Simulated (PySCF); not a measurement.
# C₅H₁₃ClGe: geometry, NMR shifts and electronic excitations

What NMR shifts and electronic excitations should C₅H₁₃ClGe (`C[C](C)(C)[GeH2][CH2]Cl`) show?

Computed with PySCF 2.14.0, with density-fitted response routines of our own, on a single molecule in the gas phase. Atoms count from 0, in the outputs and in this text.

## Step 1: The molecule as given

20 atoms, charge 0, multiplicity 1; geometry from: GFN2-xTB.

Bonds of the start (Å): C0–C1 1.52, C1–C2 1.52, C1–C3 1.53, C1–Ge4 2.02, Ge4–C5 1.99, C5–Cl6 1.78, C0–H7 1.09, C0–H8 1.09, C0–H9 1.09, C2–H10 1.09, C2–H11 1.09, C2–H12 1.09, C3–H13 1.09, C3–H14 1.09, C3–H15 1.09, Ge4–H16 1.52, Ge4–H17 1.51, C5–H18 1.09, C5–H19 1.09.

## Step 2: Relaxing the molecule at PBE0-D3(BJ)/def2-SVP

What the job is given:

```
{"job": {"xc": "PBE0", "basis": "def2-SVP", "d3": "d3bj", "grid": 1, "kind": "geom"}, "charge": 0, "multiplicity": 1}
C     -1.148634    -1.283498     0.346657
C     -0.597581    -0.032419    -0.327352
C     -1.001778     1.205844     0.464036
C     -1.142057     0.065388    -1.749412
Ge     1.418007    -0.135771    -0.419631
C      2.322717     0.280266     1.305175
Cl     1.848029    -0.936777     2.510446
H     -0.847145    -2.176341    -0.200205
H     -0.783581    -1.365739     1.368256
H     -2.237494    -1.251407     0.374627
H     -2.086212     1.309625     0.482156
H     -0.580707     2.104651     0.013211
H     -0.650967     1.135234     1.492520
H     -0.763063     0.957955    -2.245349
H     -0.845697    -0.804629    -2.334628
H     -2.230474     0.115959    -1.736040
H      1.971072     0.853063    -1.425563
H      1.890034    -1.500143    -0.851662
H      2.044021     1.252992     1.703492
H      3.406032     0.237795     1.220160
```

Standard output:

```text
step   0  E = -2734.36957831  max force = 0.012550
step   1  E = -2734.37312015  max force = 0.003443
step   2  E = -2734.37339779  max force = 0.001292
step   3  E = -2734.37343397  max force = 0.000459
step   4  E = -2734.37347048  max force = 0.000595
step   5  E = -2734.37351527  max force = 0.000918
step   6  E = -2734.37356653  max force = 0.000768
step   7  E = -2734.37358727  max force = 0.000537
step   8  E = -2734.37358939  max force = 0.000205
optimisation converged
```

It took 2.9 min on 1 thread, shared host.

Along the way:

| step | energy from step 0 (eV) | largest force component (eV/Å) |
| --- | --- | --- |
| 0 | 0.0000 | 0.6453 |
| 1 | -0.0964 | 0.1770 |
| 2 | -0.1039 | 0.0664 |
| 3 | -0.1049 | 0.0236 |
| 4 | -0.1059 | 0.0306 |
| 5 | -0.1071 | 0.0472 |
| 6 | -0.1085 | 0.0395 |
| 7 | -0.1091 | 0.0276 |
| 8 | -0.1091 | 0.0105 |

Distances of close pairs at the start and the end, largest changes first:

| bond | before (Å) | after (Å) | change (Å) |
| --- | --- | --- | --- |
| C1–Ge4 | 2.020 | 1.983 | -0.038 |
| Ge4–H17 | 1.507 | 1.542 | +0.035 |
| Ge4–H16 | 1.515 | 1.548 | +0.033 |
| Ge4–C5 | 1.992 | 1.972 | -0.020 |
| C0–H9 | 1.090 | 1.105 | +0.015 |
| C3–H15 | 1.090 | 1.105 | +0.015 |
| C2–H10 | 1.090 | 1.105 | +0.015 |
| C5–Cl6 | 1.777 | 1.792 | +0.015 |

The end geometry stands in the next job.

```
                         at the end point                value
  point group (found at 0.08 Å tolerance)                   C1
rotational constants (GHz, main isotopes)  2.027, 1.021, 0.831
                        dipole moment (D)                 1.37
```

## Step 3: Nuclear shieldings: PBE0/pcSseg-1

What the job is given:

```
{"job": {"kind": "nmr", "xc": "PBE0", "basis": "pcSseg-1"}, "charge": 0, "multiplicity": 1}
C     -0.849592    -2.339626     1.418993
C     -0.283580    -1.052672     0.817180
C     -0.709909     0.153455     1.654077
C     -0.769026    -0.894531    -0.624317
Ge     1.696694    -1.144445     0.791995
C      2.466130    -0.637580     2.535298
Cl     1.823615    -1.644969     3.871040
H     -0.559647    -3.225699     0.832280
H     -0.505568    -2.492518     2.452571
H     -1.953548    -2.296827     1.431438
H     -1.809658     0.256315     1.640731
H     -0.290071     1.096504     1.266505
H     -0.401847     0.045382     2.705840
H     -0.404116     0.038127    -1.082928
H     -0.445250    -1.732632    -1.263045
H     -1.873204    -0.870021    -0.652623
H      2.259787    -0.133377    -0.235760
H      2.182230    -2.562941     0.430328
H      2.230820     0.409801     2.770314
H      3.558953    -0.750756     2.532349
```

With the program's defaults for keys left out, this is: GIAO PBE0/pcSseg-1 NMR shielding, non-relativistic, gas phase.

Standard output:

```text
coarse grid: 71768 points
cycle   1  E = -2734.5554011137  dE = -3.410e-01  |g| = 9.156e-01  |ddm| = 3.864e+00
cycle   2  E = -2734.5228720071  dE =  3.253e-02  |g| = 9.501e-01  |ddm| = 1.121e+00
cycle   3  E = -2734.6341320940  dE = -1.113e-01  |g| = 1.104e-01  |ddm| = 7.214e-01
cycle   4  E = -2734.6363303169  dE = -2.198e-03  |g| = 4.891e-02  |ddm| = 1.420e-01
cycle   5  E = -2734.6368837538  dE = -5.534e-04  |g| = 6.687e-03  |ddm| = 4.699e-02
cycle   6  E = -2734.6368941506  dE = -1.040e-05  |g| = 1.748e-03  |ddm| = 9.702e-03
cycle   7  E = -2734.6368947664  dE = -6.157e-07  |g| = 6.285e-04  |ddm| = 2.066e-03
final grid: 150664 points
cycle   8  E = -2734.6368457745  dE = -6.050e-08  |g| = 8.460e-04  |ddm| = 3.100e-03
cycle   9  E = -2734.6368455836  dE =  1.909e-07  |g| = 1.209e-03  |ddm| = 1.742e-03
cycle  10  E = -2734.6368459580  dE = -3.744e-07  |g| = 6.394e-05  |ddm| = 1.026e-03
cycle  11  E = -2734.6368459590  dE = -9.459e-10  |g| = 1.319e-05  |ddm| = 6.465e-05
converged SCF energy = -2734.6368459590

GIAO shielding tensors (ppm)
atom      isotropic    diamagn.    paramagn.     s11        s22        s33       span
  0 C      153.437     244.907     -91.470    136.805    142.468    181.037     44.232
  1 C      160.896     244.510     -83.614    157.474    160.069    165.144      7.670
  2 C      157.014     247.931     -90.917    142.547    144.500    183.994     41.447
  3 C      153.117     248.498     -95.381    133.507    141.885    183.959     50.452
  4 Ge    1433.823    2757.231   -1323.408   1353.331   1395.515   1552.624    199.292
  5 C      151.627     250.881     -99.254    122.473    140.337    192.072     69.599
  6 Cl     919.122    1145.416    -226.294    820.381    852.996   1083.988    263.607
  7 H       30.093      29.450       0.643     26.059     27.727     36.494     10.435
  8 H       29.271      28.825       0.445     23.065     30.168     34.579     11.514
  9 H       30.444      29.079       1.365     26.722     27.446     37.163     10.440
 10 H       30.352      30.936      -0.584     26.521     27.535     37.001     10.480
 11 H       30.147      31.574      -1.427     26.101     27.770     36.571     10.470
 12 H       29.651      31.180      -1.530     23.950     30.100     34.902     10.951
 13 H       30.158      31.789      -1.631     25.646     27.955     36.872     11.226
 14 H       30.069      31.820      -1.751     25.525     27.927     36.754     11.228
 15 H       30.405      31.565      -1.161     26.659     27.446     37.109     10.450
 16 H       27.324      29.958      -2.634     20.788     22.904     38.280     17.492
 17 H       27.196      30.333      -3.136     21.365     22.569     37.654     16.289
 18 H       28.113      30.253      -2.140     23.190     27.138     34.011     10.821
 19 H       28.179      28.120       0.060     21.355     27.393     35.790     14.435
```

It took 51 s on 1 thread, shared host.

Shifts follow as δ = σ(reference) − σ, with reference shieldings (ppm) from runs at the same level and on the same kind of geometry: ¹H TMS 31.27, ¹³C TMS 184.4, ⁷³Ge GeMe4 1330, ³⁵Cl HCl 943. The references are single molecules in the gas phase. Atoms listed in one row are averaged.

```csv
atoms,environment,σ (ppm),δ (ppm)
C5,sp3 CH2 bonded to Cl and Ge,151.6,32.8
"C0, C2, C3",methyl carbon,154.5,29.9
C1,fully substituted sp3 carbon bonded to Ge,160.9,23.5
"H16, H17",hydrogen on a germanium bonded to 2 C,27.26,4.01
"H18, H19",hydrogen on an sp3 CH2 bonded to Cl and Ge,28.15,3.12
"H7, H8, H9, H10, H11 and 4 more",hydrogen on a methyl carbon,30.07,1.20
Ge4,"germanium bonded to 2 C, 2 H",1434,-104
Cl6,chlorine bonded to C,919,24
```

Charges from the same density, by scheme (e):

| atoms | Mulliken | IAO | Hirshfeld | ESP fit |
| --- | --- | --- | --- | --- |
| C0, C2, C3 | -0.17 | -0.40 | -0.12 | -0.55 |
| C1 | -0.79 | -0.15 | -0.04 | 0.51 |
| Ge4 | 0.49 | 0.61 | 0.33 | 0.31 |
| C5 | -0.46 | -0.49 | -0.12 | -0.47 |
| Cl6 | -0.16 | -0.10 | -0.06 | -0.13 |

Mayer bond orders: C0–C1 1.00, C1–C2 1.00, C1–C3 1.00, C1–Ge4 0.87, Ge4–C5 0.87, C5–Cl6 0.95.

## Step 4: Excited states and response: CAM-B3LYP/def2-SVPD

The job, as its differences from that of step 3:

```diff
@@ -1,2 +1,2 @@
-{"job": {"kind": "nmr", "xc": "PBE0", "basis": "pcSseg-1"}, "charge": 0, "multiplicity": 1}
+{"job": {"kind": "uv", "xc": "CAM-B3LYP", "basis": "def2-SVPD", "ip": true}, "charge": 0, "multiplicity": 1}
 C     -0.849592    -2.339626     1.418993
```

Method: TDDFT CAM-B3LYP/def2-SVPD, vertical, gas phase, core orbitals frozen in the response.

Standard output:

```text
coarse grid: 71768 points
cycle   1  E = -2734.9877695370  dE = -1.711e-01  |g| = 4.978e-01  |ddm| = 8.767e+00
cycle   2  E = -2734.9979355058  dE = -1.017e-02  |g| = 4.895e-01  |ddm| = 2.100e+00
cycle   3  E = -2735.0354107715  dE = -3.748e-02  |g| = 3.991e-02  |ddm| = 9.983e-01
cycle   4  E = -2735.0357016233  dE = -2.909e-04  |g| = 2.414e-02  |ddm| = 1.354e-01
cycle   5  E = -2735.0358436826  dE = -1.421e-04  |g| = 4.411e-03  |ddm| = 5.571e-02
cycle   6  E = -2735.0358486119  dE = -4.929e-06  |g| = 9.906e-04  |ddm| = 1.297e-02
final grid: 150664 points
cycle   7  E = -2735.0357896457  dE = -2.016e-07  |g| = 9.119e-04  |ddm| = 1.702e-02
cycle   8  E = -2735.0357896387  dE =  6.971e-09  |g| = 9.608e-04  |ddm| = 4.014e-03
cycle   9  E = -2735.0357898007  dE = -1.620e-07  |g| = 6.356e-05  |ddm| = 1.804e-03
cycle  10  E = -2735.0357898018  dE = -1.126e-09  |g| = 1.991e-05  |ddm| = 1.699e-04
cycle  11  E = -2735.0357898020  dE = -1.614e-10  |g| = 8.044e-06  |ddm| = 9.784e-05
converged SCF energy = -2735.0357898020

Static polarisability (au): isotropic 106.253, principal 95.776 107.085 115.899

Singlet excitations
state   eV       nm        f      main configurations
  1   6.6501    186.4   0.02136   H->L 0.25, H->L+1 0.24, H-1->L+1 0.15
  2   7.2053    172.1   0.00187   H-2->L+1 0.34, H-2->L 0.26
  3   7.2712    170.5   0.01337   H->L 0.46, H->L+1 0.24, H->L+2 0.11
  4   7.5090    165.1   0.00330   H->L+1 0.38, H-1->L+1 0.22, H->L+2 0.19
  5   7.6227    162.7   0.06291   H-1->L 0.58, H->L+2 0.09
  6   7.9869    155.2   0.10596   H->L+3 0.32, H->L+2 0.30
  7   8.0621    153.8   0.02201   H->L+3 0.31, H-2->L 0.20, H-2->L+2 0.12
  8   8.1571    152.0   0.03909   H-2->L+2 0.21, H-2->L 0.19, H-1->L+1 0.11
  9   8.2838    149.7   0.06359   H-1->L+2 0.33, H->L+5 0.22, H-1->L+1 0.11
 10   8.4013    147.6   0.07420   H-1->L+3 0.62

Triplet excitations (Tamm-Dancoff, eV): 5.9943 6.5486 7.0779 7.1237
Vertical ionisation energy (delta-SCF) = 9.5473 eV
```

Wall time 8.9 min (1 thread, shared host).

The orbitals next to the gap, with their largest atomic shares:

| orbital | eV | atoms |
| --- | --- | --- |
| HOMO−3 | -10.66 | Ge4 32 %, H17 22 %, H16 18 % |
| HOMO−2 | -9.96 | Cl6 74 %, C5 12 % |
| HOMO−1 | -9.42 | Cl6 37 %, Ge4 17 %, C5 10 % |
| HOMO | -8.93 | C1 22 %, Cl6 17 %, Ge4 17 % |
| LUMO | 1.00 | Ge4 26 %, Cl6 19 %, C5 11 % |
| LUMO+1 | 1.10 | Cl6 28 %, Ge4 16 %, C5 9 % |
| LUMO+2 | 1.59 | Cl6 26 %, C5 13 %, Ge4 12 % |

With each of the 10 states as a Gaussian band of 0.4 eV half-width at 1/e, the curve within the window shown has maxima at 183 nm (ε 960), 152 nm (ε 11,000) L/(mol cm). Beyond the last state computed it falls off for lack of states. The curve at chosen wavelengths:

```json
{"nm": "142", "ε (L/mol/cm)": "3074"}
{"nm": "144", "ε (L/mol/cm)": "5102"}
{"nm": "147", "ε (L/mol/cm)": "8331"}
{"nm": "149", "ε (L/mol/cm)": "9951"}
{"nm": "152", "ε (L/mol/cm)": "10862"}
{"nm": "154", "ε (L/mol/cm)": "10460"}
{"nm": "157", "ε (L/mol/cm)": "8882"}
{"nm": "159", "ε (L/mol/cm)": "7572"}
{"nm": "162", "ε (L/mol/cm)": "5683"}
{"nm": "164", "ε (L/mol/cm)": "4584"}
{"nm": "167", "ε (L/mol/cm)": "3214"}
{"nm": "169", "ε (L/mol/cm)": "2487"}
{"nm": "172", "ε (L/mol/cm)": "1681"}
{"nm": "174", "ε (L/mol/cm)": "1329"}
{"nm": "177", "ε (L/mol/cm)": "1044"}
{"nm": "179", "ε (L/mol/cm)": "973"}
{"nm": "182", "ε (L/mol/cm)": "958"}
{"nm": "184", "ε (L/mol/cm)": "956"}
{"nm": "187", "ε (L/mol/cm)": "907"}
{"nm": "189", "ε (L/mol/cm)": "832"}
{"nm": "192", "ε (L/mol/cm)": "668"}
{"nm": "194", "ε (L/mol/cm)": "543"}
{"nm": "197", "ε (L/mol/cm)": "366"}
{"nm": "199", "ε (L/mol/cm)": "266"}
{"nm": "202", "ε (L/mol/cm)": "153"}
{"nm": "204", "ε (L/mol/cm)": "100"}
```

Further results of this job:

```csv
property,computed
dipole moment (D),1.59
polarisability (Å³),15.75
HOMO–LUMO gap (eV),9.94
−ε(HOMO) (eV),8.93
```

## Step 5: Nuclear shieldings: KT2/pcSseg-1

The job, as its differences from that of step 4:

```diff
@@ -1,2 +1,2 @@
-{"job": {"kind": "uv", "xc": "CAM-B3LYP", "basis": "def2-SVPD", "ip": true}, "charge": 0, "multiplicity": 1}
+{"job": {"kind": "nmr", "xc": "KT2", "basis": "pcSseg-1", "pop": false}, "charge": 0, "multiplicity": 1}
 C     -0.849592    -2.339626     1.418993
```

With the program's defaults for keys left out, this is: GIAO KT2/pcSseg-1 NMR shielding, non-relativistic, gas phase.

Standard output:

```text
coarse grid: 71768 points
cycle   1  E = -2750.6007924382  dE = -4.060e-01  |g| = 7.950e-01  |ddm| = 3.882e+00
cycle   2  E = -2750.4311589386  dE =  1.696e-01  |g| = 1.121e+00  |ddm| = 1.649e+00
cycle   3  E = -2750.7018684277  dE = -2.707e-01  |g| = 1.869e-01  |ddm| = 1.227e+00
cycle   4  E = -2750.7100787252  dE = -8.210e-03  |g| = 7.488e-02  |ddm| = 2.778e-01
cycle   5  E = -2750.7113329395  dE = -1.254e-03  |g| = 1.545e-02  |ddm| = 7.942e-02
cycle   6  E = -2750.7113906012  dE = -5.766e-05  |g| = 4.669e-03  |ddm| = 2.232e-02
cycle   7  E = -2750.7113957887  dE = -5.188e-06  |g| = 1.624e-03  |ddm| = 5.553e-03
final grid: 150664 points
cycle   8  E = -2750.7113406513  dE =  1.601e-06  |g| = 3.036e-03  |ddm| = 5.766e-03
cycle   9  E = -2750.7113333535  dE =  7.298e-06  |g| = 5.996e-03  |ddm| = 8.649e-03
cycle  10  E = -2750.7113431710  dE = -9.817e-06  |g| = 2.908e-04  |ddm| = 5.707e-03
cycle  11  E = -2750.7113431922  dE = -2.127e-08  |g| = 6.318e-05  |ddm| = 4.011e-04
cycle  12  E = -2750.7113431932  dE = -9.609e-10  |g| = 8.493e-06  |ddm| = 7.078e-05
converged SCF energy = -2750.7113431932

GIAO shielding tensors (ppm)
atom      isotropic    diamagn.    paramagn.     s11        s22        s33       span
  0 C      150.969     245.904     -94.935    133.353    139.348    180.205     46.852
  1 C      154.550     245.899     -91.349    150.056    153.217    160.378     10.322
  2 C      155.160     248.733     -93.574    139.997    141.635    183.848     43.851
  3 C      151.065     249.261     -98.196    130.355    139.219    183.621     53.266
  4 Ge    1441.604    2762.207   -1320.603   1358.641   1407.666   1558.504    199.864
  5 C      148.956     252.136    -103.180    118.789    138.348    189.730     70.941
  6 Cl     899.306    1147.480    -248.175    794.195    827.019   1076.703    282.508
  7 H       29.907      29.600       0.307     26.004     27.720     35.997      9.993
  8 H       29.060      28.945       0.115     23.084     30.054     34.042     10.958
  9 H       30.322      29.246       1.075     26.931     27.367     36.667      9.736
 10 H       30.250      31.073      -0.823     26.770     27.489     36.490      9.721
 11 H       29.930      32.132      -2.203     25.993     27.725     36.072     10.079
 12 H       29.418      31.209      -1.792     23.894     29.951     34.407     10.513
 13 H       29.987      32.339      -2.352     25.654     27.891     36.416     10.762
 14 H       29.880      31.879      -1.999     25.517     27.866     36.257     10.740
 15 H       30.310      31.662      -1.352     26.928     27.369     36.633      9.705
 16 H       27.104      30.201      -3.097     20.739     22.784     37.789     17.050
 17 H       27.045      30.530      -3.485     21.368     22.527     37.239     15.870
 18 H       27.813      30.758      -2.945     22.837     27.066     33.536     10.700
 19 H       27.882      27.956      -0.074     21.071     27.351     35.224     14.153
```

Wall time 55 s (1 thread, shared host).

This run: δ C5 34.3, C0 30.8, C1 28.7, Ge4 -118, H16 4.10, H18 3.33 ppm (means over like atoms).

## Step 6: Comparing the runs: NMR shifts

Shifts (ppm) of some atoms, chosen among heavy atoms and hydrogens apart, means over like atoms, with basis size and wall time:

```csv
run,C5,C0,C1,H16,H18,Ge4,Cl6,functions,time
PBE0/pcSseg-1,32.8,29.9,23.5,4.01,3.12,-104,24,215,51 s
KT2/pcSseg-1,34.3,30.8,28.7,4.10,3.33,-118,43,215,55 s
```

## Step 7: Results

| quantity | value |
| --- | --- |
| point group | C1 |
| rotational constants (main isotopes) | 2.03, 1.02, 0.83 GHz |
| ¹³C shifts against TMS (PBE0/pcSseg-1, means over atoms taken as alike) | 32.8, 29.9, 23.5 ppm |
| ¹H shifts against TMS (PBE0/pcSseg-1, means over atoms taken as alike) | 4.01, 3.12, 1.20 ppm |
| ⁷³Ge shifts against GeMe4 (PBE0/pcSseg-1) | -104 ppm |
| ³⁵Cl shifts against HCl (PBE0/pcSseg-1) | 24 ppm |
| lowest singlet (CAM-B3LYP/def2-SVPD) | 6.65 eV (186 nm), f = 0.021 |
| brightest single state of those computed | state 6, 7.99 eV, f = 0.106 |
| lowest triplet | 5.99 eV |
| vertical ionisation energy (ΔSCF) | 9.55 eV |
| range of the shift of Cl6 | 24 to 43 ppm |

What this shows: Over 8 steps the energy fell by 0.109 eV; of the close pairs, C1–Ge4 changed most, 2.020 to 1.983 Å. The most deshielded carbon is C5 (sp3 CH2 bonded to Cl and Ge), at 32.8 ppm: deshielded by the electronegative neighbour. At PBE0/pcSseg-1: Shielding is most anisotropic at Cl6 (span 264 ppm, paramagnetic term -226 ppm). The lowest singlet, at 6.65 eV, is HOMO→LUMO 0.25, HOMO→LUMO+1 0.24 and is weak; of the 10 states computed, the strongest absorption comes from state 6 at 7.99 eV (the last state computed is bright too, and its partners may lie past the list). The lowest triplet lies 0.66 eV below the lowest singlet (triplets in Tamm-Dancoff, singlets in full TDDFT). The orbital energy would give 8.93 eV for ionisation, ΔSCF gives 9.55 eV. In ppm, Cl6 moves most: its shift spreads over 19 ppm, from 24 (PBE0/pcSseg-1) to 43 (KT2/pcSseg-1). Spin-orbit coupling is left out, which matters for shieldings and couplings at and beside the heavy atoms.
